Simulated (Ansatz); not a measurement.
C3H8AlNS, SMILES C[S+]([AlH3-])CC#N, a geometry optimisation

With Ansatz's Python interface.

Input file `c3h8alns.xyz`:
```text
14

C    -0.22430    1.86940   -0.66470
S    -0.05060    0.10020   -0.64820
Al    1.89370   -0.44070    0.31150
C    -1.41240   -0.62700    0.23780
C    -1.39780   -2.08050    0.06350
N    -1.38590   -3.22950   -0.07380
H     0.62020    2.31960   -1.22580
H    -1.18010    2.14260   -1.15710
H    -0.22290    2.25300    0.37650
H     2.02310   -2.03070    0.38270
H     1.93650    0.16520    1.78810
H     3.09590    0.16160   -0.54980
H    -2.36670   -0.22220   -0.15730
H    -1.32880   -0.38100    1.31660
```

The cells in order, each with its output:

In [1]:
```python
import itertools

import ansatz as az
from ase.data import atomic_numbers, covalent_radii
import numpy as np
```

In [2]:
```python
params = {
    'basis': '6-31G*',
    'xc': 'hf',
}
```

In [3]:
```python
mol = az.Crystal.molecule_from_extxyz('c3h8alns.xyz')
```

In [4]:
```python
setup = (
    mol.calculation()
    .basis(gaussian=params['basis'])
    .functional(params['xc'])
)
symbols = [site.symbol for site in mol.cartesian_sites]
start = np.array([site.position_ang for site in mol.cartesian_sites], dtype=float)
def progress(event):
    if event['event'] == 'relax_step':
        row = event['data']
        print(f'step {row["step"]:3d}  E = {row["lagrangian_ev"]:.6f} eV  largest force component {row["allowed_force_max_ev_ang"]:.4f} eV/A')
```

In [5]:
```python
summary = setup.relax(force_tolerance=0.005).session().plan().execute(on_event=progress).report
end = np.array(summary['positions_ang'])

print(f'E = {summary["free_energy_ev"]:.6f} eV = {summary["free_energy_ev"] / 27.211386246:.7f} Ha')
print('converged:', summary['converged'], ' doubts:', summary['published_state_doubts'] or 'none')
```
```text
step   1  E = -22097.302875 eV  largest force component 3.4031 eV/A
step   2  E = -22098.027106 eV  largest force component 0.8765 eV/A
step   3  E = -22098.166832 eV  largest force component 0.3458 eV/A
step   4  E = -22098.195903 eV  largest force component 0.2837 eV/A
step   5  E = -22098.203780 eV  largest force component 0.0977 eV/A
step   6  E = -22098.209439 eV  largest force component 0.0724 eV/A
step   7  E = -22098.211109 eV  largest force component 0.0801 eV/A
step   8  E = -22098.213399 eV  largest force component 0.0149 eV/A
step   9  E = -22098.214141 eV  largest force component 0.1372 eV/A
step  10  E = -22098.213870 eV  largest force component 0.1020 eV/A
step  11  E = -22098.215311 eV  largest force component 0.0173 eV/A
step  12  E = -22098.215736 eV  largest force component 0.0204 eV/A
step  13  E = -22098.215993 eV  largest force component 0.0378 eV/A
step  14  E = -22098.216149 eV  largest force component 0.0153 eV/A
step  15  E = -22098.216225 eV  largest force component 0.0186 eV/A
step  16  E = -22098.216245 eV  largest force component 0.0160 eV/A
step  17  E = -22098.216247 eV  largest force component 0.0083 eV/A
step  18  E = -22098.216261 eV  largest force component 0.0074 eV/A
step  19  E = -22098.216257 eV  largest force component 0.0104 eV/A
step  20  E = -22098.216269 eV  largest force component 0.0010 eV/A
E = -22098.216269 eV = -812.0944692 Ha
converged: True  doubts: none
```

In [6]:
```python
# pairs closer than 1.2 times the sum of covalent radii, before or after
radius = [covalent_radii[atomic_numbers[s]] for s in symbols]
span = lambda where, i, j: np.linalg.norm(where[i] - where[j])
bonded = [(i, j) for i, j in itertools.combinations(range(len(symbols)), 2) if min(span(start, i, j), span(end, i, j)) < 1.2 * (radius[i] + radius[j])]
print('pair        before    after (A)')
for i, j in bonded:
    print(f'{symbols[i]}{i}-{symbols[j]}{j}'.ljust(10), f'{span(start, i, j):8.4f} {span(end, i, j):8.4f}')
```
```text
pair        before    after (A)
C0-S1        1.7778   1.8116
C0-H6        1.1094   1.0806
C0-H7        1.1093   1.0812
C0-H8        1.1096   1.0811
S1-Al2       2.2347   2.5851
S1-C3        1.7800   1.8225
Al2-H9       1.5968   1.5871
Al2-H10      1.5967   1.6024
Al2-H11      1.5968   1.5952
C3-C4        1.4640   1.4655
C3-H12       1.1093   1.0817
C3-H13       1.1096   1.0815
C4-N5        1.1572   1.1339
```

In [7]:
```python
charges = summary['charge_distribution']
print('dipole moment', round(4.803205 * float(np.linalg.norm(charges['dipole_moment_e_ang'])), 3), 'D')
print('Mulliken:', [(s, round(q, 3)) for s, q in zip(symbols, charges['mulliken_charges_e'])])
with open('c3h8alns_opt.xyz', 'w') as handle:
    handle.write(f'{len(symbols)}\nrelaxed C3H8AlNS\n')
    handle.writelines(f'{s:2s} {x:11.6f} {y:11.6f} {z:11.6f}\n' for s, (x, y, z) in zip(symbols, end))
```
```text
dipole moment 6.198 D
Mulliken: [('C', -0.672), ('S', 0.206), ('Al', 0.502), ('C', -0.528), ('C', 0.325), ('N', -0.424), ('H', 0.244), ('H', 0.216), ('H', 0.231), ('H', -0.188), ('H', -0.239), ('H', -0.214), ('H', 0.259), ('H', 0.28)]
```

It writes `c3h8alns_opt.xyz`:
```text
14
relaxed C3H8AlNS
C    -0.204837    1.750392   -0.693748
S    -0.042647   -0.041089   -0.909006
Al    2.131809   -0.448671    0.428328
C    -1.360940   -0.593341    0.221736
C    -1.573699   -2.038831    0.107625
N    -1.750234   -3.155357    0.019136
H     0.586125    2.206619   -1.271591
H    -1.162643    2.081386   -1.070642
H    -0.088803    2.021863    0.346253
H     2.333456   -2.009691    0.224384
H     1.500065    0.068802    1.807036
H     3.006504    0.590382   -0.408355
H    -2.278926   -0.085569   -0.041875
H    -1.095331   -0.346894    1.240720
```

What to keep in mind:
- Total energies depend on the basis set; only differences at equal settings carry meaning.
- The end point is the stationary point reached from this start; no frequency run checks that it is a minimum, and the basis set is modest.
- It ran for 91 s on 1 thread of Arm Neoverse V1, on a shared host, peak memory 0.34 GiB.

(Lines on the test bed's own set-up are left out of the output.)
